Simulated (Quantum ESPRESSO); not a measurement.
## HfGe: Wannier functions under several settings

```
CELL_PARAMETERS angstrom
3.21967 0.00000 0.00000
0.00000 3.21967 0.00000
0.00000 0.00000 4.10843
ATOMIC_POSITIONS crystal
Hf 0.50000 0.50000 0.00000
Ge 0.00000 0.00000 0.00000
```

The cell was built by a generator and needn't be a form met in nature.

All runs used Quantum ESPRESSO 7.5; potentials PseudoDojo 0.4.1 SR PBEsol standard; k mesh 6 × 6 × 6; given cell; no spin polarisation; cutoff 1061 eV; occupations fermi-dirac, width 0.05 eV.

| level | start | Wannier mesh | spread a function (Å²) | RMS miss of the bands (meV) |
| --- | --- | --- | --- | --- |
| PBEsol | atomic projections with disentanglement | 5 × 5 × 4 | ? | ? |
| PBEsol | atomic projections with disentanglement, not minimised | 5 × 5 × 4 | 2.24 | 86 |
| PBEsol | SCDM with an erfc weight | 5 × 5 × 4 | 3.22 | 119 |

**Question.** What stands in the row left open?

**Answer.** Spread a function 1.66 Å²; RMS miss of the bands 46 meV.

Caveats: the Wannier minimisation didn't converge (some runs).

For the row left open. Caveat: the k mesh is coarse; the Wannier minimisation didn't converge.
